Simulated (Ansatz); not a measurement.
**AlAsF₃H₃: one species, many methods**

The task here is to estimate one member of a computed series from the others.

Program: Ansatz 0.2.0, Gaussian basis. Level of theory: functionals in def2-TZVPP, the program's frozen cores in correlated methods. These are calculated values, not measurements.

The runs, in order: LDA (SPW92), PBE-D4, revPBE-D4, BLYP-D4, r2SCAN-D4, B97M-V, PBE0-D4, B3LYP-D4, r2SCANh-D4, r2SCAN0-D4, HSE06-D4, BHLYP-D4, CAM-B3LYP-D4, LC-ωPBE, ωB97X-V, ωB97M-V, B2PLYP, PBE-QIDH; CCSD(T)/def2-SVP; CCSD(T)/def2-TZVPP; MP2/def2-QZVPP; extrapolation to the limit; RPA on PBE.

## The relaxed structure

An earlier PBE0-D4 in a triple-zeta def2 set relaxation fixed the geometry.

SMILES `[F][Al-]([F])([F])[AsH3+]`, 8 atoms, charge 0, spin multiplicity 1.

Atoms are counted from 1 here; the program's logs count them from 0.

Bond lengths: F1–Al2 1.650 Å, Al2–F3 1.650 Å, Al2–F4 1.650 Å, Al2–As5 2.597 Å, As5–H6 1.503 Å, As5–H7 1.503 Å, As5–H8 1.503 Å. Angles: F1–Al2–F3 117.6°, F1–Al2–F4 117.7°, F1–Al2–As5 99.0°, F3–Al2–F4 117.6°, F3–Al2–As5 98.9°, F4–Al2–As5 98.9°, Al2–As5–H6 118.8°, Al2–As5–H7 118.7°, Al2–As5–H8 118.7°, H6–As5–H7 98.8°, H6–As5–H8 98.8°, H7–As5–H8 98.8°.

The first run:

Input file in.yaml:

```yaml
crystal:
  periodic: [false, false, false]
  atoms:
    - {symbol: F, position_ang: [-0.034805, -1.711313, 1.650505]}
    - {symbol: Al, position_ang: [0.747099, -1.253005, 0.271825]}
    - {symbol: F, position_ang: [2.264727, -0.624316, 0.425902]}
    - {symbol: F, position_ang: [0.395843, -2.072731, -1.116257]}
    - {symbol: As, position_ang: [-0.549809, 0.942787, -0.219018]}
    - {symbol: H, position_ang: [-1.630005, 1.374028, 0.732703]}
    - {symbol: H, position_ang: [-1.318482, 1.054882, -1.505532]}
    - {symbol: H, position_ang: [0.217531, 2.232668, -0.296029]}
basis:
  gaussian: {orbitals: def2-TZVPP}
hamiltonian: {xc: lda}
output: {orbitals: {seedname: orbitals}}
```

The run is started by

```
ansatz run in.yaml --threads 4 --pin off --events-out ev --progress --plain --max-ram 10444MiB
```

Among the steps run: LDA; PBE-D4 (GGA); revPBE-D4 (GGA); BLYP-D4 (GGA); r2SCAN-D4 (meta-GGA); B97M-V (meta-GGA); PBE0-D4 (hybrid); B3LYP-D4 (hybrid); r2SCANh-D4 (hybrid); r2SCAN0-D4 (hybrid); HSE06-D4 (hybrid); BHLYP-D4 (hybrid); CAM-B3LYP-D4 (range-separated); LC-ωPBE (range-separated); ωB97X-V (range-separated); ωB97M-V (range-separated); B2PLYP (double hybrid); PBE-QIDH (double hybrid).

One table of the session follows, with a row left open; its other results are not shown here.

It belongs to the step «Orbital energies across the functionals». 

```
  functional  HOMO (eV)  gap (eV)
 LDA (SPW92)      -8.45      6.71
      PBE-D4      -8.28      6.71
   revPBE-D4      -8.22      6.72
     BLYP-D4      -8.19      6.72
   r2SCAN-D4      -8.65      7.32
      B97M-V      -8.73      7.29
     PBE0-D4      -9.68      8.96
    B3LYP-D4      -9.47      8.51
  r2SCANh-D4      -9.17      8.14
  r2SCAN0-D4      -9.93      9.35
    HSE06-D4          ?         ?
    BHLYP-D4     -10.93     11.10
CAM-B3LYP-D4     -11.04     11.37
     LC-ωPBE     -12.31     13.84
     ωB97X-V     -11.99     13.38
     ωB97M-V     -11.85     13.03
```

Q: Estimate the row for HSE06-D4 from the others.

The run gave: HOMO (eV): -9.29; gap (eV): 8.18. In the column «HOMO (eV)» it lies between B3LYP-D4 (-9.47) and r2SCANh-D4 (-9.17).
